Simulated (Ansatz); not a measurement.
# Cl2FH3OSi: the cost of one run

All numbers below are computed with Ansatz 0.2.0 (RKS LDA/def2-mTZVP).

### 1 The starting structure

Bond lengths: Si1–O2 2.065 Å, Si1–Cl3 1.985 Å, Si1–Cl4 2.044 Å, Si1–H5 1.442 Å, Si1–F7 2.004 Å, O2–H8 0.956 Å. Angles: Si1–O2–H8 113.6°, O2–Si1–Cl3 107.9°, O2–Si1–Cl4 91.6°, O2–Si1–H5 116.2°, O2–Si1–F7 67.8°, Cl3–Si1–Cl4 105.4°, Cl3–Si1–H5 126.7°, Cl3–Si1–F7 89.6°, Cl4–Si1–H5 101.9°, Cl4–Si1–F7 157.7°, H5–Si1–F7 81.2°.

Structure file:

```xyz
8

Si   -0.4535   -0.4758   -0.3566
O     1.0025    0.3626    0.8441
Cl    0.4135   -1.0694   -2.0408
Cl   -0.5448   -2.1428    0.8226
H    -1.7838    0.0619   -0.2141
H     0.7212    1.3161    0.0508
F    -0.0699    1.4283   -0.8485
H     0.7148    0.5191    1.7425
```

### 2 Pulling towards end A

Springs on the bonds that form and break draw the guess towards this end; the thresholds are loose.

File input.yaml:

```yaml
crystal:
  periodic: [false, false, false]
  atoms:
    - { symbol: Si, position_ang: [-0.4535, -0.4758, -0.3566] }
    - { symbol: O, position_ang: [1.0025, 0.3626, 0.8441] }
    - { symbol: Cl, position_ang: [0.4135, -1.0694, -2.0408] }
    - { symbol: Cl, position_ang: [-0.5448, -2.1428, 0.8226] }
    - { symbol: H, position_ang: [-1.7838, 0.0619, -0.2141] }
    - { symbol: H, position_ang: [0.7212, 1.3161, 0.0508] }
    - { symbol: F, position_ang: [-0.0699, 1.4283, -0.8485] }
    - { symbol: H, position_ang: [0.7148, 0.5191, 1.7425] }
basis:
  gaussian: { orbitals: def2-mTZVP }
hamiltonian:
  xc: lda
relax:
  f_tol: 0.15
  max_steps: 25
  restrain:
    - { distance: [0, 6], at: 2.98, k: 30.0 }
    - { distance: [5, 1], at: 2.27, k: 30.0 }
    - { distance: [0, 1], at: 1.77, k: 30.0 }
    - { distance: [5, 6], at: 0.88, k: 30.0 }
```

Started as:

```sh
$ ansatz run input.yaml --threads 4 --pin off --max-ram 5120MiB --backend cpu --events-out ev --progress --plain --runs-dir out
```

What time and memory should one allow on 4 threads of Arm Neoverse N1, shared host?

About 23 s, with a peak of 0.16 GiB.
